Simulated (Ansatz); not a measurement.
# CH5Ga: up Jacob's ladder to CCSD(T)

Aim: compute CH5Ga with functionals from several rungs and with coupled cluster, and see how far each lands from CCSD(T) at the basis-set limit for the atomisation energy.

Program: Ansatz 0.2.0, Gaussian basis. Level of theory: functionals in def2-TZVPP, the program's frozen cores in correlated methods. These are calculated values, not measurements.

The runs, in order: LDA (SPW92), PBE-D4, revPBE-D4, BLYP-D4, r2SCAN-D4, B97M-V, PBE0-D4, B3LYP-D4, r2SCANh-D4, r2SCAN0-D4, HSE06-D4, BHLYP-D4, CAM-B3LYP-D4, LC-ωPBE, ωB97X-V, ωB97M-V, B2PLYP, PBE-QIDH; CCSD(T)/def2-SVP; CCSD(T)/def2-TZVPP; MP2/def2-QZVPP; extrapolation to the limit; RPA on PBE.

### Step 1. The geometry

The geometry comes from an earlier relaxation with PBE0-D4 in a triple-zeta def2 set; it is a stationary point, not always the lowest conformer.

SMILES `[CH3][GaH2]`, 7 atoms, charge 0, spin multiplicity 1.

Atoms are counted from 1 here; the program's logs count them from 0.

Bond lengths: C1–Ga2 1.966 Å, C1–H3 1.096 Å, C1–H4 1.090 Å, C1–H5 1.092 Å, Ga2–H6 1.574 Å, Ga2–H7 1.574 Å. Angles: Ga2–C1–H3 108.8°, Ga2–C1–H4 112.4°, Ga2–C1–H5 111.3°, H3–C1–H4 107.8°, H3–C1–H5 107.0°, H4–C1–H5 109.3°, C1–Ga2–H6 120.1°, C1–Ga2–H7 121.1°, H6–Ga2–H7 118.8°.

### Step 2. LDA

This LDA is Slater exchange with PW92 correlation.

in.yaml

```yaml
crystal:
  periodic: [false, false, false]
  atoms:
    - {symbol: C, position_ang: [-0.632378, -0.455955, -0.459388]}
    - {symbol: Ga, position_ang: [0.757017, 0.507017, 0.544748]}
    - {symbol: H, position_ang: [-1.177788, 0.260311, -1.083584]}
    - {symbol: H, position_ang: [-0.216549, -1.220985, -1.115884]}
    - {symbol: H, position_ang: [-1.362089, -0.913736, 0.211667]}
    - {symbol: H, position_ang: [0.374269, 1.328327, 1.832383]}
    - {symbol: H, position_ang: [2.257528, 0.495011, 0.070058]}
basis:
  gaussian: {orbitals: def2-TZVPP}
hamiltonian: {xc: lda}
output: {orbitals: {seedname: orbitals}}
```

Further steps of the session: PBE-D4 (GGA); revPBE-D4 (GGA); BLYP-D4 (GGA); r2SCAN-D4 (meta-GGA); B97M-V (meta-GGA); PBE0-D4 (hybrid); B3LYP-D4 (hybrid); r2SCANh-D4 (hybrid); r2SCAN0-D4 (hybrid); HSE06-D4 (hybrid); BHLYP-D4 (hybrid); CAM-B3LYP-D4 (range-separated); LC-ωPBE (range-separated); ωB97X-V (range-separated); ωB97M-V (range-separated); B2PLYP (double hybrid); PBE-QIDH (double hybrid); CCSD(T) in def2-SVP; CCSD(T) in def2-TZVPP; MP2 in def2-QZVPP; RPA on PBE orbitals.

Q: Predict the results of all the runs planned. Wanted: atomisation energy, CCSD(T)/CBS; farthest beyond LDA; mean size of error, GGA; mean size of error, meta-GGA; mean size of error, hybrid; mean size of error, range-separated; mean size of error, double hybrid; gap, smallest and largest; T1 diagnostic.

**Answer**, as computed:

```
                               quantity                                                                                                           value
        atomisation energy, CCSD(T)/CBS                                                                                                       21.817 eV
    functionals within 0.218 eV (1.0 %)  PBE-D4, r2SCAN-D4, B97M-V, B3LYP-D4, r2SCANh-D4, r2SCAN0-D4, CAM-B3LYP-D4, LC-ωPBE, ωB97X-V, ωB97M-V, PBE-QIDH
                    farthest beyond LDA                                                                                           revPBE-D4 (-0.530 eV)
                mean size of error, GGA                                                                                                        0.377 eV
           mean size of error, meta-GGA                                                                                                        0.060 eV
             mean size of error, hybrid                                                                                                        0.221 eV
    mean size of error, range-separated                                                                                                        0.057 eV
      mean size of error, double hybrid                                                                                                        0.245 eV
              gap, smallest and largest                                                                       4.48 eV (LDA (SPW92)), 11.49 eV (LC-ωPBE)
                          T1 diagnostic                                                                                                          0.0118
triples share of the correlation energy                                                                                                           3.5 %
```

What this shows: LDA overbinds by 2.375 eV (11 %). PBE-D4 misses by -0.164 eV. Double hybrids carry the basis error of their MP2 part in triple zeta, and no dispersion term here, so their miss is partly the set-up's. The rungs range-separated, meta-GGA miss on average by less than the doubt on the reference (0.218 eV), so they tie. The reference freezes the cores and leaves out relativity and excitations past (T), and its outer-core shells are covered unevenly, so misses under about 0.218 eV can't be ranked. Hartree-Fock recovers 76 % of the binding; the rest is correlation. CCSD(T) in def2-SVP is off by -1.011 eV, so the small basis spoils what the method gains. The gap grows from 4.5 to 11.5 eV across the functionals, mostly with the share of exact exchange. Correlated methods include outer-core shells of Ga, which these sets cover unevenly.
